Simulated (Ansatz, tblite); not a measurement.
**C₁₄H₂₄O₆: a ladder of methods and basis sets**

Aim: run the singlet of C₁₄H₂₄O₆ at one geometry on many levels, and compare frontier levels, spin and run time.

Method: as each input shows; program: Ansatz 0.2.0, Gaussian basis.

Levels to be run: GFN1-xTB, GFN2-xTB, PBE-D4/def2-TZVP, r2SCAN-D4/def2-TZVP, ωB97M-V/def2-TZVP, HF/def2-TZVP, PBE-QIDH/def2-TZVP, PBE-D4/def2-SVP, PBE0-D4/def2-SVP, HF/STO-3G, HF/6-31G, B3LYP-D4/6-31G, MP2/def2-SVP, RPA/def2-SVP.

## (1) The structure

The singlet was relaxed beforehand with PBE-D4/def2-SVP.

SMILES `CCC(CC(CC(C)OC(C)=O)OC(C)=O)OC(C)=O`, 44 atoms, charge 0, spin multiplicity 1.

Bond lengths: C1–C2 1.528 Å, C1–H21 1.109 Å, C1–H22 1.109 Å, C1–H23 1.108 Å, C2–C3 1.527 Å, C2–H24 1.111 Å, C2–H25 1.113 Å, C3–C4 1.531 Å, C3–O17 1.460 Å, C3–H26 1.110 Å, C4–C5 1.531 Å, C4–H27 1.110 Å, C4–H28 1.110 Å, C5–C6 1.540 Å, C5–O13 1.454 Å, C5–H29 1.108 Å, C6–C7 1.536 Å, C6–H30 1.109 Å and more. Angles: C2–C1–H21 111.0°, C2–C1–H22 110.8°, C2–C1–H23 111.4°, H21–C1–H22 107.7°, H21–C1–H23 108.0°, H22–C1–H23 107.7°, C1–C2–C3 113.2°, C1–C2–H24 110.1°, C1–C2–H25 110.6°, C3–C2–H24 107.3°, C3–C2–H25 108.9°, H24–C2–H25 106.6°, C2–C3–C4 113.6°, C2–C3–O17 107.8°, C2–C3–H26 109.4°, C4–C3–O17 106.2°, C4–C3–H26 111.0°, O17–C3–H26 108.6° and more.

PBE0-D4/def2-TZVP was run before; its log isn't repeated, and its numbers join the tables.

## (2) GFN1-xTB

Tight binding, by tblite at 300 K electronic temperature and without a spin-polarisation term:

```python
tblite.interface.Calculator('GFN1-xTB', numbers, positions, charge=0, uhf=0).singlepoint()
```

Energy -1927.8615 eV, HOMO -12.50 eV, LUMO -7.28 eV; 0.082 s.

## (3) GFN2-xTB

Tight binding, by tblite at 300 K electronic temperature and without a spin-polarisation term:

```python
tblite.interface.Calculator('GFN2-xTB', numbers, positions, charge=0, uhf=0).singlepoint()
```

Energy -1814.4984 eV, HOMO -11.20 eV, LUMO -6.59 eV; 0.054 s.

## (4) PBE-D4/def2-TZVP

start.molden holds the orbitals of an earlier run on this state, given as this run's starting guess.

in.yaml reads:

```yaml
crystal:
  periodic: [false, false, false]
  atoms:
    - {symbol: C, position_ang: [-2.861837, -2.465961, 1.852208]}
    - {symbol: C, position_ang: [-2.414075, -1.016283, 2.032164]}
    - {symbol: C, position_ang: [-1.499500, -0.524595, 0.912684]}
    - {symbol: C, position_ang: [-1.060298, 0.933278, 1.074608]}
    - {symbol: C, position_ang: [0.025827, 1.336373, 0.074039]}
    - {symbol: C, position_ang: [1.443188, 0.875481, 0.463474]}
    - {symbol: C, position_ang: [1.943344, -0.289112, -0.404395]}
    - {symbol: C, position_ang: [2.425617, 0.146687, -1.777609]}
    - {symbol: O, position_ang: [3.068155, -0.944201, 0.251539]}
    - {symbol: C, position_ang: [2.760904, -1.801521, 1.254003]}
    - {symbol: C, position_ang: [4.005984, -2.476326, 1.781696]}
    - {symbol: O, position_ang: [1.628515, -2.004707, 1.659473]}
    - {symbol: O, position_ang: [0.007181, 2.784765, -0.057003]}
    - {symbol: C, position_ang: [-0.205361, 3.285217, -1.303471]}
    - {symbol: C, position_ang: [-0.265660, 4.793352, -1.267717]}
    - {symbol: O, position_ang: [-0.351048, 2.604637, -2.304024]}
    - {symbol: O, position_ang: [-2.252218, -0.586378, -0.336578]}
    - {symbol: C, position_ang: [-1.721468, -1.237417, -1.402015]}
    - {symbol: C, position_ang: [-2.558829, -1.002514, -2.635017]}
    - {symbol: O, position_ang: [-0.684350, -1.876071, -1.376299]}
    - {symbol: H, position_ang: [-1.989530, -3.149978, 1.809566]}
    - {symbol: H, position_ang: [-3.432506, -2.588336, 0.909472]}
    - {symbol: H, position_ang: [-3.513503, -2.793786, 2.686130]}
    - {symbol: H, position_ang: [-1.856156, -0.905083, 2.986382]}
    - {symbol: H, position_ang: [-3.295506, -0.340621, 2.099290]}
    - {symbol: H, position_ang: [-0.620906, -1.198705, 0.831443]}
    - {symbol: H, position_ang: [-0.704648, 1.102762, 2.112333]}
    - {symbol: H, position_ang: [-1.950826, 1.577573, 0.921240]}
    - {symbol: H, position_ang: [-0.240124, 0.939878, -0.926062]}
    - {symbol: H, position_ang: [2.138892, 1.734922, 0.372478]}
    - {symbol: H, position_ang: [1.450064, 0.562047, 1.525604]}
    - {symbol: H, position_ang: [1.138188, -1.044070, -0.508965]}
    - {symbol: H, position_ang: [1.617386, 0.685090, -2.311321]}
    - {symbol: H, position_ang: [2.720041, -0.728994, -2.387703]}
    - {symbol: H, position_ang: [3.297679, 0.826632, -1.690132]}
    - {symbol: H, position_ang: [4.818786, -1.739793, 1.929157]}
    - {symbol: H, position_ang: [3.774648, -2.997789, 2.726373]}
    - {symbol: H, position_ang: [4.366442, -3.214623, 1.036818]}
    - {symbol: H, position_ang: [-0.034437, 5.196379, -2.269305]}
    - {symbol: H, position_ang: [0.421700, 5.204544, -0.505661]}
    - {symbol: H, position_ang: [-1.294726, 5.105401, -0.994470]}
    - {symbol: H, position_ang: [-3.628702, -0.878907, -2.385171]}
    - {symbol: H, position_ang: [-2.208458, -0.059838, -3.107367]}
    - {symbol: H, position_ang: [-2.407868, -1.829416, -3.351920]}
basis:
  gaussian: {orbitals: def2-TZVP, fitting: {mean_field: def2-universal-jkfit}, initial_orbitals: start.molden}
hamiltonian: {xc: pbe, dispersion: d4}
scf: {omitted_lower_state_checks: [starts]}
output: {forces: true, orbitals: {seedname: orbitals}}
```

Started as:

```bash
> ansatz run in.yaml --threads 2 --pin off --events-out ev --progress --plain --max-ram 32768MiB --backend cuda --devices 0, --max-vram 18GiB
```

The runs that follow: r2SCAN-D4/def2-TZVP; ωB97M-V/def2-TZVP; HF/def2-TZVP; PBE-QIDH/def2-TZVP; PBE-D4/def2-SVP; PBE0-D4/def2-SVP; HF/STO-3G; HF/6-31G; B3LYP-D4/6-31G; MP2/def2-SVP; RPA/def2-SVP.

**Question.** What will the summary of the whole plan be? Wanted: gap in def2-TZVP, named functionals and Hartree-Fock, smallest and largest; correlation energy, MP2/def2-SVP; binding an atom, functionals in def2-TZVP; PBE0 total energy, smallest basis above largest.

**Answer**, as computed:

| quantity | value |
| --- | --- |
| gap in def2-TZVP, named functionals and Hartree-Fock, smallest and largest | 5.11 eV (PBE-D4), 15.25 eV (HF) |
| correlation energy, MP2/def2-SVP | -82.75 eV |
| binding an atom, functionals in def2-TZVP | 4.44 (ωB97M-V) to 4.57 eV (PBE-D4) |
| PBE0 total energy, smallest basis above largest | 29.93 eV (def2-SVP, def2-TZVP) |

Orbital gaps of the named functionals and Hartree-Fock in def2-TZVP span 5.11 eV (PBE-D4) to 15.25 eV (HF); exact exchange widens it.
